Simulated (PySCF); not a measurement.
# Tl(NH2)3(H2O): other functionals and bases at one geometry

Aim: see how levels, charges and forces of Tl(NH2)3(H2O) depend on the level of theory. It is a constructed species; whether it can be made isn't addressed.

Method: several levels, as the steps say, no spin–orbit coupling; program: PySCF 2.14.0.

1 further run of the same task is left out (for a known fault of the program).

## 1. The starting structure

13 atoms, charge 0, spin multiplicity 1.

Bond lengths: Tl1–N2 2.129 Å, Tl1–N5 2.129 Å, Tl1–N8 2.197 Å, Tl1–O11 2.522 Å, N2–H3 1.022 Å, N2–H4 1.022 Å, N5–H6 1.022 Å, N5–H7 1.022 Å, N8–H9 1.021 Å, N8–H10 1.021 Å, O11–H12 0.959 Å, O11–H13 0.991 Å. Angles: N2–Tl1–N5 129.6°, N2–Tl1–N8 115.2°, N2–Tl1–O11 99.1°, N5–Tl1–N8 115.2°, N5–Tl1–O11 99.1°, N8–Tl1–O11 66.4°, Tl1–N2–H3 107.7°, Tl1–N2–H4 108.9°, H3–N2–H4 105.5°, Tl1–N5–H6 108.9°, Tl1–N5–H7 107.7°, H6–N5–H7 105.5°, Tl1–N8–H9 111.1°, Tl1–N8–H10 111.1°, H9–N8–H10 105.8°, Tl1–O11–H12 167.3°, Tl1–O11–H13 81.1°, H12–O11–H13 111.6°.

As a file:

```csv
atom,x (Å),y (Å),z (Å)
Tl1,0.07514,-0.07514,0.51759
N2,1.13302,1.59068,1.31547
H3,2.10215,1.52246,0.99941
H4,1.17072,1.50339,2.33259
N5,-1.59068,-1.13302,1.31547
H6,-1.50339,-1.17072,2.33259
H7,-1.52246,-2.10215,0.99941
N8,0.77246,-0.77246,-1.44615
H9,0.62522,-1.77687,-1.55240
H10,1.77687,-0.62522,-1.55240
O11,-1.06575,1.06575,-1.42087
H12,-1.60362,1.60362,-2.00521
H13,-0.46440,0.46440,-1.93013
```

Formal oxidation states: Tl +3. An earlier session relaxed this geometry at PBE0, Tl def2-SVP with ECP60, N def2-SVP, H def2-SVP, O def2-SVP (singlet, point group Cs). Its vibrations showed it to be a saddle point, relaxed within its symmetry.

At PBE0 on the finer grid: E = -416.292611 Eh, HOMO -6.45 eV, LUMO -0.87 eV, Mulliken charge on Tl1 +0.51 e, largest force component 0.013 eV/Å. 

Levels to run: BP86; TPSS; PBE0, TZVP. Hardware: 2 threads of Arm Neoverse V1, shared host.

## 2. BP86

run.py (the lines that set the calculation) reads:

```python
mol = gto.M(atom='''
Tl     0.07514    -0.07514     0.51759
N      1.13302     1.59068     1.31547
H      2.10215     1.52246     0.99941
H      1.17072     1.50339     2.33259
N     -1.59068    -1.13302     1.31547
H     -1.50339    -1.17072     2.33259
H     -1.52246    -2.10215     0.99941
N      0.77246    -0.77246    -1.44615
H      0.62522    -1.77687    -1.55240
H      1.77687    -0.62522    -1.55240
O     -1.06575     1.06575    -1.42087
H     -1.60362     1.60362    -2.00521
H     -0.46440     0.46440    -1.93013''',
    basis={'Tl': 'def2-SVP', 'N': 'def2-SVP', 'H': 'def2-SVP', 'O': 'def2-SVP'},
    ecp={'Tl': 'def2-SVP'},
    charge=0, spin=0)
mf = dft.RKS(mol, xc='B88,P86')
mf.grids.atom_grid = (75, 302)
mf = mf.density_fit()  # fitting sets: Tl def2-universal-JKFIT, N def2-universal-JKFIT, H def2-universal-JKFIT, O def2-universal-JKFIT
mf.conv_tol = 1e-08; mf.max_cycle = 55
mf.kernel(dm0)  # dm0: the density of the relaxed state
```

Launch:

```
> OMP_NUM_THREADS=2 python run.py
```

## 3. TPSS

Changes to run.py (the lines that set the calculation) since step 2:

```diff
@@ -17,3 +17,3 @@
     charge=0, spin=0)
-mf = dft.RKS(mol, xc='B88,P86')
+mf = dft.RKS(mol, xc='TPSS')
 mf.grids.atom_grid = (75, 302)
```

## 4. PBE0, TZVP

Basis: Tl def2-TZVP with ECP60, N def2-TZVP, H def2-TZVP, O def2-TZVP. 

Changes to run.py (the lines that set the calculation) since step 3:

```diff
@@ -14,6 +14,6 @@
 H     -0.46440     0.46440    -1.93013''',
-    basis={'Tl': 'def2-SVP', 'N': 'def2-SVP', 'H': 'def2-SVP', 'O': 'def2-SVP'},
-    ecp={'Tl': 'def2-SVP'},
+    basis={'Tl': 'def2-TZVP', 'N': 'def2-TZVP', 'H': 'def2-TZVP', 'O': 'def2-TZVP'},
+    ecp={'Tl': 'def2-TZVP'},
     charge=0, spin=0)
-mf = dft.RKS(mol, xc='TPSS')
+mf = dft.RKS(mol, xc='PBE0')
 mf.grids.atom_grid = (75, 302)
@@ -21,2 +21,2 @@
 mf.conv_tol = 1e-08; mf.max_cycle = 55
-mf.kernel(dm0)  # dm0: the density of the relaxed state
+mf.kernel(dm0)  # dm0: free metal ions and neutral atoms
```

**Question.** What will these runs give? Wanted: for each run, HOMO; gap; charge on Tl1; dipole; largest force.

**Answer**, as computed:

| level | state | HOMO (eV) | gap (eV) | charge on Tl1 (e) | dipole (D) | largest force (eV/Å) | basis functions | time |
| --- | --- | --- | --- | --- | --- | --- | --- | --- |
| PBE0 (relaxed here) | singlet | -6.45 | 5.58 | 0.51 | 2.67 | 0.01 | 122 | 28 s |
| BP86 | singlet | -5.14 | 3.36 | 0.34 | 2.44 | 0.62 | 122 | 10 s |
| TPSS | singlet | -5.12 | 3.53 | 0.40 | 2.42 | 0.56 | 122 | 17 s |
| PBE0, TZVP | singlet | -6.77 | 5.56 | 0.88 | 2.58 | 0.26 | 222 | 26 s |

Times are on 2 threads of Arm Neoverse V1, shared host; the first row also made further properties.

In one basis the HOMO–LUMO gap runs from 3.36 eV (BP86) to 5.58 eV (PBE0). The largest leftover force, 0.62 eV/Å with BP86, stands at a geometry relaxed at another level. The Mulliken charge on Tl spans +0.34 to +0.88 e over the levels. Total energies of different levels can't be compared. Spin–orbit coupling is left out throughout.
